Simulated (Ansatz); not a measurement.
**CH₄FNSi: ionisation energy by level of theory**

Aim: the vertical ionisation energy of CH₄FNSi, as cation minus neutral at the neutral's geometry, on several levels, and how well −ε(HOMO) stands in for it.

Computed with Ansatz 0.2.0, Gaussian basis. Level: unrestricted cation, the program's frozen cores in correlated methods.

The runs, in order: UKS PBE-D4/def2-TZVPP; UKS r2SCAN-D4/def2-TZVPP; UKS PBE0-D4/def2-TZVPP; UKS B3LYP-D4/def2-TZVPP; UKS wB97X-V/def2-TZVPP; UKS wB97M-V/def2-TZVPP; UKS B2PLYP/def2-TZVPP; UHF-CCSD(T)/def2-TZVPP; UHF-MP2/def2-QZVPP; extrapolation to the limit; then −ε(HOMO) from the neutral's earlier runs with LDA (SPW92), PBE-D4, revPBE-D4, BLYP-D4, r2SCAN-D4, B97M-V, PBE0-D4, B3LYP-D4, r2SCANh-D4, r2SCAN0-D4, HSE06-D4, BHLYP-D4, CAM-B3LYP-D4, LC-ωPBE, ωB97X-V, ωB97M-V.

### 1 The geometry

The geometry comes from an earlier relaxation with PBE0-D4 in a triple-zeta def2 set; it is a stationary point, not always the lowest conformer.

SMILES `F/C=N/[SiH3]`, 8 atoms, charge 0, spin multiplicity 1.

Atoms are counted from 1 here; the program's logs count them from 0.

Bond lengths: F1–C2 1.336 Å, C2–N3 1.234 Å, C2–H5 1.095 Å, N3–Si4 1.735 Å, Si4–H6 1.482 Å, Si4–H7 1.492 Å, Si4–H8 1.482 Å. Angles: F1–C2–N3 121.3°, F1–C2–H5 109.1°, N3–C2–H5 129.6°, C2–N3–Si4 125.7°, N3–Si4–H6 108.0°, N3–Si4–H7 112.0°, N3–Si4–H8 108.0°, H6–Si4–H7 109.4°, H6–Si4–H8 110.0°, H7–Si4–H8 109.5°.

As a file:

```
F    -1.6243   -1.6285    1.4643
C    -0.7235   -0.7497    1.0171
N    -0.5653   -0.5511   -0.1909
Si    0.5677    0.5593   -0.8937
H    -0.2123   -0.2945    1.8717
H    -0.1942    1.5387   -1.7035
H     1.3598    1.2819    0.1440
H     1.4843   -0.2131   -1.7650
```

### 2 Cation, UKS PBE-D4/def2-TZVPP

Input file in.yaml:

```yaml
crystal:
  periodic: [false, false, false]
  atoms:
    - {symbol: F, position_ang: [-1.624323, -1.628465, 1.464273]}
    - {symbol: C, position_ang: [-0.723534, -0.749703, 1.017111]}
    - {symbol: N, position_ang: [-0.565331, -0.551133, -0.190908]}
    - {symbol: Si, position_ang: [0.567732, 0.559295, -0.893658]}
    - {symbol: H, position_ang: [-0.212270, -0.294475, 1.871681]}
    - {symbol: H, position_ang: [-0.194239, 1.538723, -1.703525]}
    - {symbol: H, position_ang: [1.359792, 1.281854, 0.144004]}
    - {symbol: H, position_ang: [1.484272, -0.213096, -1.764976]}
basis:
  gaussian: {orbitals: def2-TZVPP}
total_charge: 1
magnetization: {spin_polarized: true, initial_magnetization: 1}
hamiltonian: {xc: pbe, dispersion: d4}
```

Further steps of the session: Cation, UKS r2SCAN-D4/def2-TZVPP; Cation, UKS PBE0-D4/def2-TZVPP; Cation, UKS B3LYP-D4/def2-TZVPP; Cation, UKS wB97X-V/def2-TZVPP; Cation, UKS wB97M-V/def2-TZVPP; Cation, UKS B2PLYP (frozen core)/def2-TZVPP; Cation, UHF-CCSD(T)/def2-TZVPP; Cation, UHF-MP2/def2-QZVPP.

Q: Predict the results of all the runs planned. Wanted: ionisation energy, CCSD(T)/CBS; nearest functional by difference; nearest −ε(HOMO); −ε(HOMO) of PBE; T1 of the cation.

**Answer**, as computed:

```
                        quantity               value
  ionisation energy, CCSD(T)/CBS            10.79 eV
nearest functional by difference  ωB97M-V (-0.18 eV)
                nearest −ε(HOMO)  ωB97X-V (-0.11 eV)
                 −ε(HOMO) of PBE             6.81 eV
                T1 of the cation               0.027
```

In words: By cation minus neutral, the functionals miss by 0.54 eV at most. The PBE orbital energy is 4.0 eV too small: a semilocal HOMO is no ionisation energy. Among orbital estimates ωB97X-V comes nearest. Hartree-Fock falls 1.42 eV short, as the neutral has more correlation energy than the cation. The cation may have settled in a state other than its lowest; no search over hole states beyond the program's own was made.
